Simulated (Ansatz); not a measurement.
**BH3TeO2 (SMILES OB(O)[TeH]): a chain of runs**

Wanted: a point of an energy scan (HF/def2-mTZVP), then a point of an energy scan (HF/def2-mTZVP), then a point of an energy scan (UHF/def2-mTZVP), then a point of an energy scan (UHF/def2-mTZVP) of BH3TeO2. 

The calculation is run with Ansatz 0.2.0.

## Step 1: Starting point

BH3TeO2 has 7 atoms, charge 0, and is taken as a singlet. As SMILES, `OB(O)[TeH]`. The shape is that of a PBE0-D4/def2-TZVP optimisation. This is one conformer, not always the lowest.

Bond lengths: O1–B2 1.352 Å, B2–O3 1.354 Å, B2–Te4 2.206 Å, O1–H5 0.957 Å, O3–H6 0.957 Å, Te4–H7 1.657 Å. Angles: O1–B2–O3 116.8°, O1–B2–Te4 122.8°, O3–B2–Te4 120.4°, B2–O1–H5 114.6°, B2–O3–H6 115.7°, B2–Te4–H7 93.3°.

## Step 2: A point of an energy scan at HF/def2-mTZVP (held atoms (5, 1), held distance 1.0054 angstrom) (run 1)

File job.yaml:

```yaml
crystal:
  periodic: [false, false, false]
  atoms:
    - {symbol: O, position_ang: [0.130100, 1.424800, -0.102400]}
    - {symbol: B, position_ang: [0.244700, 0.152700, 0.342400]}
    - {symbol: O, position_ang: [0.934700, -0.032800, 1.493000]}
    - {symbol: Te, position_ang: [-0.633400, -1.568500, -0.722400]}
    - {symbol: H, position_ang: [-0.363300, 1.518600, -0.917600]}
    - {symbol: H, position_ang: [1.006600, -0.938900, 1.793200]}
    - {symbol: H, position_ang: [-1.258100, -0.624000, -1.931800]}
basis:
  gaussian: {orbitals: def2-mTZVP}
hamiltonian: {xc: hf}
relax: {max_steps: 60, constraints: [{distance: [4, 0], at: 1.0054}]}
```

Run with:

```sh
$ ansatz run job.yaml --threads 1 --pin off --max-ram 2610MiB --events-out events.jsonl --progress --plain --runs-dir runs
```

Output (excerpt; [...] marks lines left out):

```text
Warning: RAYON_NUM_THREADS=1 ignored (pool sized by the plan → 1); use --threads N
[...]
Functional definition: HF
  name "HF"
[...]
1236 factors; integrals over basis functions are off by at most 4.8e-4 eV
[...]
mean field -12063.60046822 eV, -443.3291402049 hartree, gradient 6.9e-5 eV, S^2 0.000000; 0 other end points of the search recorded, 0 dependent functions left out
[...]
reference -12063.60046822 eV, -443.3291402049 hartree; 24, 24 occupied and 88, 88 virtual orbitals, 1236 factors
relax step   1: F+E_penalty+E_count = -12063.60046822 eV  Δ(F+E_penalty+E_count) = +0.000e0 eV  max|allowed force component| = 9.512e-1 eV/Å  Δτ_max = 0.0000 Å  (38 SCF iters, accepted)
[...]
relax step   5: F+E_penalty+E_count = -12063.61987560 eV  Δ(F+E_penalty+E_count) = -2.509e-4 eV  max|allowed force component| = 2.060e-2 eV/Å  Δτ_max = 0.0061 Å  (40 SCF iters, accepted)
[...]
relax step   6: F+E_penalty+E_count = -12063.61990190 eV  Δ(F+E_penalty+E_count) = -2.631e-5 eV  max|allowed force component| = 6.454e-3 eV/Å  Δτ_max = 0.0022 Å  (40 SCF iters, accepted)
  distance H 4 - O 0 held at 1.005400 Å   reaction = +3.1350e0 eV/Å
1236 factors; integrals over basis functions are off by at most 4.8e-4 eV
[...]
mean field -12063.61990190 eV, -443.3298543797 hartree, gradient 1.5e-5 eV, S^2 0.000000; 1 other end points of the search recorded, 0 dependent functions left out
[...]
reference -12063.61990190 eV, -443.3298543797 hartree; 24, 24 occupied and 88, 88 virtual orbitals, 1236 factors
Total energy: -12063.61990190 eV, -443.3298543797 hartree
Atom 0 at     0.144332     1.424582    -0.079965 Å, force    -1.606722     0.386314    -2.666656 eV/Å
Atom 1 at     0.253884     0.160005     0.355512 Å, force    -0.000735    -0.002566    -0.000558 eV/Å
Atom 2 at     0.934726    -0.044444     1.495999 Å, force     0.003504    -0.004027     0.006454 eV/Å
Atom 3 at    -0.641277    -1.572878    -0.733877 Å, force    -0.000739    -0.001312    -0.001204 eV/Å
Atom 4 at    -0.370771     1.547233    -0.934631 Å, force     1.605089    -0.382485     2.663092 eV/Å
Atom 5 at     1.014838    -0.931580     1.804718 Å, force    -0.000784     0.003102    -0.001814 eV/Å
Atom 6 at    -1.274431    -0.651018    -1.953356 Å, force     0.000388     0.000974     0.000686 eV/Å
Dipole moment:    -0.119631    -0.166192    -0.159405 e Å
```

Run time: 32 s. Hardware: 1 thread of AMD EPYC 7R43 (Zen 3), shared host; peak memory 0.26 GiB.

## Step 3: A point of an energy scan at HF/def2-mTZVP (held atoms (5, 1), held distance 1.1969 angstrom) (run 2)

File run.yaml:

```yaml
crystal:
  periodic: [false, false, false]
  atoms:
    - {symbol: O, position_ang: [0.144332, 1.424582, -0.079965]}
    - {symbol: B, position_ang: [0.253884, 0.160005, 0.355512]}
    - {symbol: O, position_ang: [0.934726, -0.044444, 1.495999]}
    - {symbol: Te, position_ang: [-0.641277, -1.572878, -0.733877]}
    - {symbol: H, position_ang: [-0.370771, 1.547233, -0.934631]}
    - {symbol: H, position_ang: [1.014838, -0.931580, 1.804718]}
    - {symbol: H, position_ang: [-1.274431, -0.651018, -1.953356]}
basis:
  gaussian: {orbitals: def2-mTZVP}
hamiltonian: {xc: hf}
relax: {max_steps: 60, constraints: [{distance: [4, 0], at: 1.1969}]}
```

Run with:

```sh
$ ansatz run run.yaml --threads 1 --pin off --max-ram 2610MiB --events-out events.jsonl --progress --plain --runs-dir runs
```

Output (excerpt; [...] marks lines left out):

```text
Warning: RAYON_NUM_THREADS=1 ignored (pool sized by the plan → 1); use --threads N
[...]
Functional definition: HF
  name "HF"
[...]
1236 factors; integrals over basis functions are off by at most 4.7e-4 eV
[...]
mean field -12062.48040845 eV, -443.2879787676 hartree, gradient 5.0e-5 eV, S^2 0.000000; 0 other end points of the search recorded, 0 dependent functions left out
[...]
reference -12062.48040845 eV, -443.2879787676 hartree; 24, 24 occupied and 88, 88 virtual orbitals, 1236 factors
relax step   1: F+E_penalty+E_count = -12062.48040845 eV  Δ(F+E_penalty+E_count) = +0.000e0 eV  max|allowed force component| = 1.840e0 eV/Å  Δτ_max = 0.0000 Å  (37 SCF iters, accepted)
[...]
relax step   6: F+E_penalty+E_count = -12062.54677597 eV  Δ(F+E_penalty+E_count) = -4.671e-4 eV  max|allowed force component| = 3.278e-2 eV/Å  Δτ_max = 0.0058 Å  (42 SCF iters, accepted)
[...]
mean field -12062.54685705 eV, -443.2904207085 hartree, gradient 1.6e-5 eV, S^2 0.000000; 1 other end points of the search recorded, 0 dependent functions left out
[...]
reference -12062.54685705 eV, -443.2904207085 hartree; 24, 24 occupied and 88, 88 virtual orbitals, 1236 factors
Total energy: -12062.54685705 eV, -443.2904207085 hartree
Atom 0 at     0.175591     1.437793    -0.032134 Å, force    -3.642999     0.693023    -6.010831 eV/Å
Atom 1 at     0.267283     0.161488     0.376643 Å, force     0.000128    -0.000559    -0.000040 eV/Å
Atom 2 at     0.944697    -0.067650     1.516556 Å, force    -0.001212    -0.001051    -0.000578 eV/Å
Atom 3 at    -0.634698    -1.562063    -0.726425 Å, force     0.001671     0.000863     0.002438 eV/Å
Atom 4 at    -0.441805     1.555189    -1.050766 Å, force     3.643470    -0.692498     6.011164 eV/Å
Atom 5 at     1.015671    -0.959879     1.812585 Å, force    -0.000031     0.000398    -0.000811 eV/Å
Atom 6 at    -1.265437    -0.632979    -1.942060 Å, force    -0.001025    -0.000176    -0.001342 eV/Å
Dipole moment:    -0.144803    -0.157968    -0.201294 e Å
```

It took 36 s on 1 thread of AMD EPYC 7R43 (Zen 3), shared host; peak memory 0.25 GiB.

## Step 4: A point of an energy scan at UHF/def2-mTZVP (held atoms (5, 1), held distance 1.4362 angstrom) (run 3)

File job.yaml:

```yaml
crystal:
  periodic: [false, false, false]
  atoms:
    - {symbol: O, position_ang: [0.175591, 1.437793, -0.032134]}
    - {symbol: B, position_ang: [0.267283, 0.161488, 0.376643]}
    - {symbol: O, position_ang: [0.944697, -0.067650, 1.516556]}
    - {symbol: Te, position_ang: [-0.634698, -1.562063, -0.726425]}
    - {symbol: H, position_ang: [-0.441805, 1.555189, -1.050766]}
    - {symbol: H, position_ang: [1.015671, -0.959879, 1.812585]}
    - {symbol: H, position_ang: [-1.265437, -0.632979, -1.942060]}
basis:
  gaussian: {orbitals: def2-mTZVP}
magnetization: {spin_polarized: true}
hamiltonian: {xc: hf}
relax: {max_steps: 60, constraints: [{distance: [4, 0], at: 1.4362}]}
```

Run with:

```sh
$ ansatz run job.yaml --threads 1 --pin off --max-ram 2610MiB --events-out events.jsonl --progress --plain --runs-dir runs
```

Output (excerpt; [...] marks lines left out):

```text
Warning: RAYON_NUM_THREADS=1 ignored (pool sized by the plan → 1); use --threads N
[...]
Functional definition: HF
  name "HF"
[...]
1234 factors; integrals over basis functions are off by at most 5.6e-4 eV
[...]
mean field -12060.76905282 eV, -443.2250876082 hartree, gradient 2.0e-5 eV, S^2 0.238105; 2 other end points of the search recorded, 0 dependent functions left out
[...]
reference -12060.76905282 eV, -443.2250876082 hartree; 24, 24 occupied and 88, 88 virtual orbitals, 1234 factors
relax step   1: F+E_penalty+E_count = -12060.76905282 eV  Δ(F+E_penalty+E_count) = +0.000e0 eV  max|allowed force component| = 2.298e0 eV/Å  Δτ_max = 0.0000 Å  (126 SCF iters, accepted)
[...]
relax step   6: F+E_penalty+E_count = -12060.85679780 eV  Δ(F+E_penalty+E_count) = -3.759e-6 eV  max|allowed force component| = 4.526e-2 eV/Å  Δτ_max = 0.0051 Å  (40 SCF iters, accepted)
[...]
mean field -12060.85687385 eV, -443.2283149714 hartree, gradient 2.4e-5 eV, S^2 0.245805; 3 other end points of the search recorded, 0 dependent functions left out
[...]
reference -12060.85687385 eV, -443.2283149714 hartree; 24, 24 occupied and 88, 88 virtual orbitals, 1234 factors
Total energy: -12060.85687385 eV, -443.2283149714 hartree
Atom 0 at     0.220694     1.455365     0.033263 Å, force    -2.698058     0.454738    -4.410668 eV/Å
Atom 1 at     0.280214     0.155881     0.398181 Å, force    -0.000345    -0.004624    -0.001686 eV/Å
Atom 2 at     0.953755    -0.094137     1.537337 Å, force    -0.000673    -0.000496    -0.001590 eV/Å
Atom 3 at    -0.626879    -1.548033    -0.715558 Å, force     0.000998    -0.000723     0.003329 eV/Å
Atom 4 at    -0.525654     1.579774    -1.187457 Å, force     2.698106    -0.450537     4.411582 eV/Å
Atom 5 at     1.017479    -0.990778     1.821943 Å, force     0.001069     0.000011     0.001662 eV/Å
Atom 6 at    -1.258307    -0.626173    -1.933309 Å, force    -0.001097     0.001631    -0.002629 eV/Å
Dipole moment:    -0.136657    -0.210788    -0.176029 e Å
```

It took 63 s on 1 thread of AMD EPYC 7R43 (Zen 3), shared host; peak memory 0.36 GiB.

## Step 5: A point of an energy scan at UHF/def2-mTZVP (held atoms (5, 1), held distance 1.7235 angstrom) (run 4)

File molecule.yaml:

```yaml
basis:
  gaussian:
    orbitals: def2-mTZVP
crystal:
  periodic: [false, false, false]
  atoms:
    - {symbol: O, position_ang: [0.220694, 1.455365, 0.033263]}
    - {symbol: B, position_ang: [0.280214, 0.155881, 0.398181]}
    - {symbol: O, position_ang: [0.953755, -0.094137, 1.537337]}
    - {symbol: Te, position_ang: [-0.626879, -1.548033, -0.715558]}
    - {symbol: H, position_ang: [-0.525654, 1.579774, -1.187457]}
    - {symbol: H, position_ang: [1.017479, -0.990778, 1.821943]}
    - {symbol: H, position_ang: [-1.258307, -0.626173, -1.933309]}
hamiltonian:
  xc: hf
magnetization:
  spin_polarized: true
  initial_magnetization: 0
relax:
  max_steps: 60
  constraints: [{distance: [4, 0], at: 1.7235}]
```

Run with:

```sh
$ ansatz run molecule.yaml --threads 1 --pin off --max-ram 2610MiB --events-out events.jsonl --progress --plain --runs-dir runs
```

Output (excerpt; [...] marks lines left out):

```text
Warning: RAYON_NUM_THREADS=1 ignored (pool sized by the plan → 1); use --threads N
[...]
Functional definition: HF
  name "HF"
[...]
1234 factors; integrals over basis functions are off by at most 4.7e-4 eV
[...]
mean field -12059.98805540 eV, -443.1963864823 hartree, gradient 9.6e-6 eV, S^2 0.763928; 3 other end points of the search recorded, 0 dependent functions left out
[...]
reference -12059.98805540 eV, -443.1963864823 hartree; 24, 24 occupied and 88, 88 virtual orbitals, 1234 factors
relax step   1: F+E_penalty+E_count = -12059.98805540 eV  Δ(F+E_penalty+E_count) = +0.000e0 eV  max|allowed force component| = 2.267e0 eV/Å  Δτ_max = 0.0000 Å  (213 SCF iters, accepted)
[...]
relax step   6: F+E_penalty+E_count = -12060.12069286 eV  Δ(F+E_penalty+E_count) = -1.128e-3 eV  max|allowed force component| = 7.990e-2 eV/Å  Δτ_max = 0.0081 Å  (42 SCF iters, accepted)
[...]
mean field -12060.12083212 eV, -443.2012659369 hartree, gradient 1.7e-5 eV, S^2 0.777602; 4 other end points of the search recorded, 0 dependent functions left out
[...]
reference -12060.12083212 eV, -443.2012659369 hartree; 24, 24 occupied and 88, 88 virtual orbitals, 1234 factors
Total energy: -12060.12083212 eV, -443.2012659369 hartree
Atom 0 at     0.252373     1.438858     0.088835 Å, force    -0.497460     0.136028    -0.826383 eV/Å
Atom 1 at     0.296773     0.122357     0.432242 Å, force    -0.001057     0.000989    -0.001096 eV/Å
Atom 2 at     0.970503    -0.126636     1.569810 Å, force     0.001511    -0.006748     0.003493 eV/Å
Atom 3 at    -0.620190    -1.540899    -0.701346 Å, force    -0.001086    -0.000455    -0.001858 eV/Å
Atom 4 at    -0.627945     1.680677    -1.373019 Å, force     0.497281    -0.137606     0.826093 eV/Å
Atom 5 at     1.034743    -1.023788     1.854005 Å, force    -0.000047     0.006930    -0.001427 eV/Å
Atom 6 at    -1.244956    -0.618671    -1.916127 Å, force     0.000859     0.000862     0.001178 eV/Å
Dipole moment:    -0.052172    -0.338517    -0.015860 e Å
```

Run time: 91 s. Hardware: 1 thread of AMD EPYC 7R43 (Zen 3), shared host; peak memory 0.36 GiB.

## Step 6: Results

| quantity | value |
| --- | --- |
| run 1, HF/def2-mTZVP: total energy | -443.32985 Eh |
| run 1, HF/def2-mTZVP: dipole moment | 1.25 D |
| run 2, HF/def2-mTZVP: total energy | -443.29042 Eh |
| run 2, HF/def2-mTZVP: dipole moment | 1.41 D |
| run 3, UHF/def2-mTZVP: total energy | -443.22831 Eh |
| run 3, UHF/def2-mTZVP: dipole moment | 1.47 D |
| run 3, UHF/def2-mTZVP: ⟨S²⟩ | 0.246 |
| run 4, UHF/def2-mTZVP: total energy | -443.20127 Eh |
| run 4, UHF/def2-mTZVP: dipole moment | 1.65 D |
| run 4, UHF/def2-mTZVP: ⟨S²⟩ | 0.778 |

What this shows: Mulliken charges (run 1, HF/def2-mTZVP) run from -0.81 on O1 to +0.79 on B2. ⟨S²⟩ (run 3, UHF/def2-mTZVP) is 0.25 where a pure singlet has 0.00: the reference is spin-contaminated. ⟨S²⟩ (run 4, UHF/def2-mTZVP) is 0.78 where a pure singlet has 0.00: the reference is spin-contaminated. Mulliken charges (run 4, UHF/def2-mTZVP) run from -0.80 on O3 to +0.73 on B2; they depend strongly on the basis.
